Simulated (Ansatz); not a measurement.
Working through an atomisation energy of C₃H₄O, SMILES O=C1CC1

Program: the Ansatz DFT code, driven from Python.

Notebook, run cell by cell (the value of a cell's last expression is shown):

**Cell 1**
```python
from collections import Counter

import ansatz as az
from rdkit import Chem
from rdkit.Chem import AllChem

BASIS_SET = 'cc-pVTZ'
XC = 'hf'


def single_point(molecule, charge=0, unpaired=0):
    calc = molecule.calculation().basis(gaussian=BASIS_SET).functional(XC)
    if charge:
        calc = calc.charge(charge)
    if unpaired:
        calc = calc.spin('collinear', total=unpaired)
    return calc.run().report['free_energy_ev']
```

**Cell 2**
```python
rd = Chem.AddHs(Chem.MolFromSmiles('O=C1CC1'))
AllChem.EmbedMolecule(rd, randomSeed=766)
AllChem.UFFOptimizeMolecule(rd)
system = az.Crystal.molecule()
for atom, xyz in zip(rd.GetAtoms(), rd.GetConformer().GetPositions()):
    system = system.atom(atom.GetSymbol(), xyz.round(5).tolist())
```

**Cell 3**
```python
unpaired = {'O': 2, 'C': 2, 'H': 1}
counts = Counter(site.symbol for site in system.cartesian_sites)
atom_energy = {s: single_point(az.Crystal.molecule().atom(s, (0, 0, 0)), 0, unpaired[s]) for s in counts}
whole = single_point(system, 0, 0)
for s, e in atom_energy.items():
    print(f'{s:2s} x{counts[s]}  {e:14.5f} eV')
print(f'C3H4O: {whole:.5f} eV')
split = sum(counts[s] * e for s, e in atom_energy.items()) - whole
print(f'atomisation energy (no zero-point term): {23.060548 * split:.1f} kcal/mol, {split / sum(counts.values()):.3f} eV an atom')
```
Output:
```text
O  x1     -2035.73160 eV
C  x3     -1025.63982 eV
H  x4       -13.60052 eV
C3H4O: -5191.04226 eV
atomisation energy (no zero-point term): 553.2 kcal/mol, 2.999 eV an atom
```

553.2 kcal/mol from the electronic energies, without the zero-point term.

Notes:
- Total energies depend on the basis set; only differences at equal settings carry meaning.
- The geometry is a force-field or estimated start, not a minimum of this method, and the basis set is short of its limit. All parts are taken at fixed geometry, without zero-point energy.
- Hartree-Fock leaves correlation out, so bond, atomisation and ionisation energies come out well too low.
- Hardware and time: 1.5 s on 1 thread of Arm Neoverse V2, on a shared host, peak memory 0.35 GiB.

(Lines on the test bed's own set-up are left out of the output.)
